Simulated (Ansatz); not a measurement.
# Al₂InN₃: a line through a two-coordinate scan, part 2 of 2

How does the energy of Al₂InN₃ (Cmc2_1, No. 36; 12 atoms in the cell) vary with stretch along b over the lengths across it, at volume per atom = 11.19 Å³?

Ansatz 0.2.0; DFT PBE, scalar-relativistic, plane waves, PAW. The steps go on from the part before.

**4. Grid point (11.19 Å³, 0.974)**

Input file input.yaml:

```yaml
crystal:
  lattice:
    - [4.8246356433, -2.7014253145, 0.0]
    - [4.8246356433, 2.7014253145, 0.0]
    - [0.0, 0.0, 5.150922766]
  atoms:
    - { symbol: Al, position: [0.0084427086, 0.3348641725, 0.9917411822] }
    - { symbol: Al, position: [0.6651358275, 0.9915572914, 0.9917411822] }
    - { symbol: Al, position: [0.9915572914, 0.6651358275, 0.4917411822] }
    - { symbol: Al, position: [0.3348641725, 0.0084427086, 0.4917411822] }
    - { symbol: In, position: [0.3220722962, 0.6779277038, 0.9869930315] }
    - { symbol: In, position: [0.6779277038, 0.3220722962, 0.4869930315] }
    - { symbol: "N", position: [0.0367610679, 0.3336262977, 0.355696391] }
    - { symbol: "N", position: [0.6663737023, 0.9632389321, 0.355696391] }
    - { symbol: "N", position: [0.9632389321, 0.6663737023, 0.855696391] }
    - { symbol: "N", position: [0.3336262977, 0.0367610679, 0.855696391] }
    - { symbol: "N", position: [0.2982358752, 0.7017641248, 0.4061317922] }
    - { symbol: "N", position: [0.7017641248, 0.2982358752, 0.9061317922] }
basis:
  ecutwfc: 520.0
kpoints:
  mp_grid: { grid: [6, 6, 6] }
hamiltonian:
  xc: pbe
  pseudopotentials: { kind: paw, azcp: { folder: soft_1 } }
scf:
  occupations: { method: gaussian, width: 0.05 }
output:
  forces: true
  stress: true
  eigenvalues: true
```

The run is started by

```console
$ ansatz run input.yaml --threads 4 --pin off --max-ram 8192MiB --backend cpu --events-out ev --progress --plain --runs-dir out
```

What it wrote, shortened:

```text
Warning: RAYON_NUM_THREADS=4 ignored (pool sized by the plan → 4); use --threads N
[...]
Pseudopotentials: kind: paw
Pseudopotential: Al, paw, valence charge 3, recommended cutoff 420 eV (normal), <dir>
Pseudopotential: In, paw, valence charge 13, recommended cutoff 420 eV (normal), <dir>
Pseudopotential: N, paw, valence charge 5, recommended cutoff 420 eV (normal), <dir>
Functional definition: PBE
[...]
Crystal: 12 atoms, lattice volume = 134.268 Å³
Basis set: ecut = 520 eV, 3593 PW (Γ), exchange–correlation on 90×90×80 points (8 copies of the dense FFT grid, shifted against one another)
Bands: 46, of which v1, the nominal top of the filled ones, is band 34 counted from 1 (33 counted from 0)
Symmetry: 4 space group operations
Space group: Cmc21 (ITA 36), of the structure as read, at distance tolerance 5.1e-5 Å
k-points: 52 of 216 (time reversal used)
[...]
SCF converged after 8 iterations
Free energy (F): -15659.654153 eV
[...]
E sigma→0 (E₀):  -15659.654153 eV
Fermi energy:    10.298753 eV
[...]
--- Forces (eV/Å), atoms counted from 1 ---
  atom   1  Al    -0.02857976     0.29372496     0.23135267
  atom   2  Al     0.02857976     0.29372496     0.23135267
  atom   3  Al     0.02857976    -0.29372496     0.23135267
  atom   4  Al    -0.02857976    -0.29372496     0.23135267
  atom   5  In     0.00000000     0.44416633     0.11241452
  atom   6  In     0.00000000    -0.44416633     0.11241452
  atom   7  N     -0.02098481     0.32722540    -0.27571954
  atom   8  N      0.02098481     0.32722540    -0.27571954
[...]
--- Stress (GPa, compression-positive) ---
       14.356556       0.000000       0.000000
        0.000000      23.440814       0.000000
        0.000000       0.000000      12.858398
  P = ⅓ Tr σ = 16.8853 GPa (168.853 kbar)
--- Band table (eV; the first three rows and the last of 52) ---
[...]
```

Wall time 11 s (4 threads of Arm Neoverse V1, shared host); peak memory 0.67 GiB.

On the map this point reads 53 meV/atom.

**5. The run at (11.19 Å³, 1.000)**

input.yaml: that of step 4 with these lines changed.

```diff
@@ -2,5 +2,5 @@
   lattice:
-    - [4.8246356433, -2.7014253145, 0.0]
-    - [4.8246356433, 2.7014253145, 0.0]
-    - [0.0, 0.0, 5.150922766]
+    - [4.7817996518, -2.7500415468, 0.0]
+    - [4.7817996518, 2.7500415468, 0.0]
+    - [0.0, 0.0, 5.1051898028]
   atoms:
```

The run is started by

```console
$ ansatz run input.yaml --threads 4 --pin off --max-ram 8192MiB --backend cpu --events-out ev --progress --plain --runs-dir out
```

What it wrote, shortened:

```text
Warning: RAYON_NUM_THREADS=4 ignored (pool sized by the plan → 4); use --threads N
[...]
[... 5 set-up lines as earlier in the session ...]
[...]
Crystal: 12 atoms, lattice volume = 134.268 Å³
Basis set: ecut = 520 eV, 3585 PW (Γ), exchange–correlation on 90×90×80 points (8 copies of the dense FFT grid, shifted against one another)
Bands: 46, of which v1, the nominal top of the filled ones, is band 34 counted from 1 (33 counted from 0)
[... 2 set-up lines as earlier in the session ...]
k-points: 52 of 216 (time reversal used)
[...]
SCF converged after 8 iterations
Free energy (F): -15659.728080 eV
[...]
E sigma→0 (E₀):  -15659.728080 eV
Fermi energy:    10.303791 eV
[...]
--- Forces (eV/Å), atoms counted from 1 ---
  atom   1  Al     0.02596377    -0.00145502     0.00696142
  atom   2  Al    -0.02596377    -0.00145502     0.00696142
  atom   3  Al    -0.02596377     0.00145502     0.00696142
  atom   4  Al     0.02596377     0.00145502     0.00696142
  atom   5  In     0.00000000     0.03571384    -0.04469236
  atom   6  In     0.00000000    -0.03571384    -0.04469236
  atom   7  N      0.02661301    -0.02296842    -0.02837229
  atom   8  N     -0.02661301    -0.02296842    -0.02837229
[...]
--- Stress (GPa, compression-positive) ---
       17.007064      -0.000000      -0.000000
       -0.000000      16.794976       0.000000
       -0.000000       0.000000      16.356803
  P = ⅓ Tr σ = 16.7196 GPa (167.196 kbar)
--- Band table (eV; the first three rows and the last of 52) ---
[...]
```

It took 10 s on 4 threads of Arm Neoverse V1, shared host; peak memory 0.67 GiB.

Energy on the map's scale: 47 meV/atom.

**6. Grid point (11.19 Å³, 1.027)**

input.yaml: that of step 5 with these lines changed.

```diff
@@ -2,5 +2,5 @@
   lattice:
-    - [4.7817996518, -2.7500415468, 0.0]
-    - [4.7817996518, 2.7500415468, 0.0]
-    - [0.0, 0.0, 5.1051898028]
+    - [4.7393683758, -2.7995038852, 0.0]
+    - [4.7393683758, 2.7995038852, 0.0]
+    - [0.0, 0.0, 5.0598889259]
   atoms:
```

The run is started by

```console
$ ansatz run input.yaml --threads 4 --pin off --max-ram 8192MiB --backend cpu --events-out ev --progress --plain --runs-dir out
```

What it wrote, shortened:

```text
Warning: RAYON_NUM_THREADS=4 ignored (pool sized by the plan → 4); use --threads N
[...]
[... 5 set-up lines as earlier in the session ...]
[...]
Crystal: 12 atoms, lattice volume = 134.268 Å³
Basis set: ecut = 520 eV, 3585 PW (Γ), exchange–correlation on 90×90×80 points (8 copies of the dense FFT grid, shifted against one another)
Bands: 46, of which v1, the nominal top of the filled ones, is band 34 counted from 1 (33 counted from 0)
[... 2 set-up lines as earlier in the session ...]
k-points: 52 of 216 (time reversal used)
[...]
SCF converged after 8 iterations
Free energy (F): -15659.659343 eV
[...]
E sigma→0 (E₀):  -15659.659343 eV
Fermi energy:    10.320991 eV
[...]
--- Forces (eV/Å), atoms counted from 1 ---
  atom   1  Al     0.07883605    -0.25705321    -0.21789815
  atom   2  Al    -0.07883605    -0.25705321    -0.21789815
  atom   3  Al    -0.07883605     0.25705321    -0.21789815
  atom   4  Al     0.07883605     0.25705321    -0.21789815
  atom   5  In    -0.00000000    -0.31446251    -0.20311210
  atom   6  In    -0.00000000     0.31446251    -0.20311210
  atom   7  N      0.07876329    -0.33675011     0.21916535
  atom   8  N     -0.07876329    -0.33675011     0.21916535
[...]
--- Stress (GPa, compression-positive) ---
       19.800430       0.000000       0.000000
        0.000000      10.658128       0.000000
        0.000000       0.000000      20.027193
  P = ⅓ Tr σ = 16.8286 GPa (168.286 kbar)
--- Band table (eV; the first three rows and the last of 52) ---
[...]
```

Run time: 10 s. Hardware: 4 threads of Arm Neoverse V1, shared host; peak memory 0.67 GiB.

On the map this point reads 53 meV/atom.

**7. The run at (11.19 Å³, 1.055)**

input.yaml: that of step 6 with these lines changed.

```diff
@@ -2,5 +2,5 @@
   lattice:
-    - [4.7393683758, -2.7995038852, 0.0]
-    - [4.7393683758, 2.7995038852, 0.0]
-    - [0.0, 0.0, 5.0598889259]
+    - [4.6973646871, -2.8497938832, 0.0]
+    - [4.6973646871, 2.8497938832, 0.0]
+    - [0.0, 0.0, 5.0150445538]
   atoms:
```

The run is started by

```console
$ ansatz run input.yaml --threads 4 --pin off --max-ram 8192MiB --backend cpu --events-out ev --progress --plain --runs-dir out
```

What it wrote, shortened:

```text
Warning: RAYON_NUM_THREADS=4 ignored (pool sized by the plan → 4); use --threads N
[...]
[... 5 set-up lines as earlier in the session ...]
[...]
Crystal: 12 atoms, lattice volume = 134.268 Å³
Basis set: ecut = 520 eV, 3609 PW (Γ), exchange–correlation on 90×90×80 points (8 copies of the dense FFT grid, shifted against one another)
Bands: 46, of which v1, the nominal top of the filled ones, is band 34 counted from 1 (33 counted from 0)
[... 2 set-up lines as earlier in the session ...]
k-points: 52 of 216 (time reversal used)
[...]
SCF converged after 8 iterations
Free energy (F): -15659.453727 eV
[...]
E sigma→0 (E₀):  -15659.453727 eV
Fermi energy:    10.329585 eV
[...]
--- Forces (eV/Å), atoms counted from 1 ---
  atom   1  Al     0.12966833    -0.47449068    -0.44640038
  atom   2  Al    -0.12966833    -0.47449068    -0.44640038
  atom   3  Al    -0.12966833     0.47449068    -0.44640038
  atom   4  Al     0.12966833     0.47449068    -0.44640038
  atom   5  In     0.00000000    -0.61160363    -0.36622275
  atom   6  In     0.00000000     0.61160363    -0.36622275
  atom   7  N      0.13488031    -0.61539950     0.47015962
  atom   8  N     -0.13488031    -0.61539950     0.47015962
[...]
--- Stress (GPa, compression-positive) ---
       22.712430       0.000000       0.000000
        0.000000       5.039530       0.000000
        0.000000       0.000000      23.847857
  P = ⅓ Tr σ = 17.1999 GPa (171.999 kbar)
--- Band table (eV; the first three rows and the last of 52) ---
[...]
```

It took 10 s on 4 threads of Arm Neoverse V1, shared host; peak memory 0.67 GiB.

Energy on the map's scale: 70 meV/atom.

**8. What came out**

The summary covers parts 1 to 2.

| stretch along b over the lengths across it, relative to the relaxed cell | step | energy (meV/atom) | slope (meV/atom per unit) | pressure (GPa) | band gap on the k-mesh (eV) | largest force on an atom (eV/Å) |
| --- | --- | --- | --- | --- | --- | --- |
| 0.923 | 3 | 103 | −1520 | 18.08 | 2.43 | 1.52 |
| 0.948 | – | 72 | −974 | 17.33 | 2.53 | 0.95 |
| 0.974 | 4 | 53 | −470 | 16.89 | 2.62 | 0.46 |
| 1.000 | 5 | 47 | −5 | 16.72 | 2.64 | 0.09 |
| 1.027 | 6 | 53 | 420 | 16.83 | 2.61 | 0.41 |
| 1.055 | 7 | 70 | 805 | 17.20 | 2.57 | 0.79 |
| 1.083 | – | 98 | 1153 | 17.82 | 2.51 | 1.15 |

Energies count from the relaxed crystal. Rows without a step come from runs not printed here or follow by symmetry. Slopes come from the forces (and the stress, where the cell changes), not from differences of energies.

**Reading.** The lowest point of the line is at 1.000, 47 meV/atom from the zero. A fit to energies and slopes at the lowest point and its two neighbours puts the minimum at 1.0004, with a curvature of about 17000 meV/atom per (unit)². The highest point computed, at 0.923, lies 56 meV/atom above the lowest. This is one cut through a surface in two coordinates; the map's lowest point lies off it. A rigid map gives upper bounds: relaxing the other coordinates can only lower a point.

These are semilocal Kohn-Sham gaps, which aren't the measured quantity. Such gaps usually fall short of the measured ones.
